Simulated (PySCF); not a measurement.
# ZrOCl₂: relaxation and vibrations of the singlet

Where does singlet ZrOCl₂ go from a trigonal pyramidal start, is the end point a minimum, and what are its modes, charges and moments?

The runs use PySCF 2.14.0; PBE0, basis Zr def2-TZVP with ECP28, O def2-TZVP, Cl def2-TZVP, scalar-relativistic core potentials, no spin–orbit coupling, density fitting.

### Step 1. Where the work starts

4 atoms, charge 0, spin multiplicity 1.

Bond lengths: Zr1–O2 1.840 Å, Zr1–Cl3 2.530 Å, Zr1–Cl4 2.530 Å. Angles: O2–Zr1–Cl3 99.8°, O2–Zr1–Cl4 99.8°, Cl3–Zr1–Cl4 99.8°.

```xyz
4
charge 0 multiplicity 1
Zr    0.0000   -0.6257    0.0000
O     1.8400   -0.6348    0.0000
Cl   -0.4208    0.9495   -1.9346
Cl   -0.4208    0.9495    1.9346
```

### Step 2. The SCF at the typed geometry

One driver script runs all steps and calls PySCF; scf.py shows how it sets up the SCF of each step. The optimiser is the driver's own. After this first run the driver tries any further starts and a stability analysis.

Contents of scf.py:

```python
from pyscf import gto, scf, dft
mol = gto.M(atom='''
Zr    -0.000000    -0.625710     0.000010
O      1.839990    -0.634820    -0.000020
Cl    -0.420800     0.949530    -1.934600
Cl    -0.420810     0.949530     1.934580''',
    basis={'Zr': 'def2-TZVP', 'O': 'def2-TZVP', 'Cl': 'def2-TZVP'},
    ecp={'Zr': 'def2-TZVP'},
    charge=0, spin=0)
mf = dft.RKS(mol, xc='PBE0')
mf.grids.atom_grid = (50, 194)
aux = {'Zr': 'def2-universal-JKFIT', 'O': 'def2-universal-JKFIT', 'Cl': 'def2-universal-JKFIT'}
mf = mf.density_fit(auxbasis=aux)
mf.conv_tol = 1e-08
mf.diis_space = 10
mf.max_cycle = 60
mf.init_guess = 'minao'
mf.verbose = 4
mf.kernel()
```

Launch:

```bash
$ OMP_NUM_THREADS=4 python axn.py task.json out
```

After this run come: Trigonal pyramidal start, singlet: relaxation; Hessian and properties.

Before running it: what results should come out? Wanted: minimum; geometry; wavenumbers; dipole moment; highest occupied, lowest empty level; polar-tensor charge of Zr1; zero-point energy; atomisation energy.

**Answer**, as computed:

```
                                 quantity                                                                   value
                                  minimum                                                             singlet, Cs
                                 geometry  Zr–Cl 2.373 Å (×2), Zr–O 1.723 Å; Cl–Zr–Cl 122.6°, Cl–Zr–O 112.6° (×2)
                       wavenumbers (cm⁻¹)             55 (a'), 112 (a'), 196 (a''), 371 (a'), 423 (a''), 994 (a')
                            dipole moment                                                                  3.45 D
     highest occupied, lowest empty level                                                         -9.05, -3.46 eV
               polar-tensor charge of Zr1                                                                 +2.24 e
                        zero-point energy                                                             12.9 kJ/mol
                      entropy at 298.15 K                                                         341.1 J/(mol K)
atomisation energy (no zero-point energy)                                                             1707 kJ/mol
```

What this shows: The trigonal pyramidal start keeps its Cs symmetry and ends in a minimum. The strongest infrared band lies at 994 cm⁻¹ (a', stretch). Only this shape and spin were tried, so other structures or states may lie lower.
